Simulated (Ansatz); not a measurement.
**C3H9BO2Te: basis-set convergence**

The task here is to estimate one member of a computed series from the others.

Computed with Ansatz 0.2.0, Gaussian basis. Level: one geometry, several basis sets.

Levels to be run: PBE0-D4/def2-SVP; ωB97M-V/def2-SVP; PBE0-D4/def2-QZVPP; ωB97M-V/def2-QZVPP; the functionals' def2-TZVPP values are taken from earlier runs.

## Structure used throughout

The geometry comes from an earlier relaxation with PBE0-D4 in a triple-zeta def2 set; it is a stationary point, not always the lowest conformer. Te takes the def2 core potential; no spin-orbit term is included.

SMILES `CC(C)[Te]B(O)O`, 16 atoms, charge 0, spin multiplicity 1.

Atoms are counted from 1 here; the program's logs count them from 0.

Bond lengths: C1–C2 1.513 Å, C1–H8 1.090 Å, C1–H9 1.097 Å, C1–H10 1.093 Å, C2–C3 1.515 Å, C2–Te4 2.176 Å, C2–H11 1.091 Å, C3–H12 1.095 Å, C3–H13 1.094 Å, C3–H14 1.091 Å, Te4–B5 2.175 Å, B5–O6 1.364 Å, B5–O7 1.358 Å, O6–H15 0.958 Å, O7–H16 0.964 Å. Angles: C2–C1–H8 111.6°, C2–C1–H9 109.6°, C2–C1–H10 111.2°, H8–C1–H9 108.0°, H8–C1–H10 108.4°, H9–C1–H10 107.8°, C1–C2–C3 112.8°, C1–C2–Te4 111.2°, C1–C2–H11 110.2°, C3–C2–Te4 108.5°, C3–C2–H11 110.4°, Te4–C2–H11 103.3°, C2–C3–H12 109.7°, C2–C3–H13 111.4°, C2–C3–H14 112.1°, H12–C3–H13 107.3°, H12–C3–H14 108.1°, H13–C3–H14 108.1° and more.

As a file:

```tsv
atom	x (Å)	y (Å)	z (Å)
C1	0.7869	0.5997	1.3144
C2	0.6635	-0.5458	0.3332
C3	1.9226	-1.3845	0.2487
Te4	0.1788	0.1746	-1.6624
B5	-1.8887	0.6856	-1.2202
O6	-2.7288	1.2371	-2.1424
O7	-2.3631	0.4360	0.0277
H8	-0.1371	1.1743	1.3782
H9	1.0111	0.2060	2.3133
H10	1.5966	1.2771	1.0318
H11	-0.1930	-1.1703	0.5898
H12	2.1694	-1.7798	1.2400
H13	2.7770	-0.7898	-0.0868
H14	1.8080	-2.2290	-0.4333
H15	-2.3382	1.3955	-3.0032
H16	-3.2881	0.6908	0.1154
```

The first run:

The input, in.yaml:

```yaml
crystal:
  periodic: [false, false, false]
  atoms:
    - {symbol: C, position_ang: [0.786928, 0.599664, 1.314386]}
    - {symbol: C, position_ang: [0.663535, -0.545761, 0.333193]}
    - {symbol: C, position_ang: [1.922610, -1.384533, 0.248708]}
    - {symbol: Te, position_ang: [0.178830, 0.174560, -1.662353]}
    - {symbol: B, position_ang: [-1.888740, 0.685617, -1.220206]}
    - {symbol: O, position_ang: [-2.728840, 1.237116, -2.142447]}
    - {symbol: O, position_ang: [-2.363082, 0.436034, 0.027718]}
    - {symbol: H, position_ang: [-0.137117, 1.174279, 1.378239]}
    - {symbol: H, position_ang: [1.011148, 0.206037, 2.313278]}
    - {symbol: H, position_ang: [1.596594, 1.277133, 1.031822]}
    - {symbol: H, position_ang: [-0.192986, -1.170310, 0.589758]}
    - {symbol: H, position_ang: [2.169376, -1.779813, 1.240004]}
    - {symbol: H, position_ang: [2.777033, -0.789823, -0.086765]}
    - {symbol: H, position_ang: [1.808026, -2.228964, -0.433264]}
    - {symbol: H, position_ang: [-2.338178, 1.395525, -3.003190]}
    - {symbol: H, position_ang: [-3.288133, 0.690837, 0.115417]}
basis:
  gaussian: {orbitals: def2-SVP}
hamiltonian: {xc: pbe0, dispersion: d4}
output: {orbitals: {seedname: orbitals}}
```

Among the steps run: PBE0-D4 in def2-SVP; ωB97M-V in def2-SVP; PBE0-D4 in def2-QZVPP; ωB97M-V in def2-QZVPP.

One of the session's tables, all rows but one given; the rest of the session is left out.

It belongs to the step «Density functionals: the series». 

```
functional       basis  HOMO (eV)
   PBE0-D4    def2-SVP          ?
   PBE0-D4  def2-TZVPP      -6.01
   PBE0-D4  def2-QZVPP      -6.03
   ωB97M-V    def2-SVP      -7.91
   ωB97M-V  def2-TZVPP      -8.09
   ωB97M-V  def2-QZVPP      -8.11
```

**Question.** Estimate the row for PBE0-D4, def2-SVP.

**Answer.** HOMO (eV): -5.86. In the column «HOMO (eV)» it is the highest.
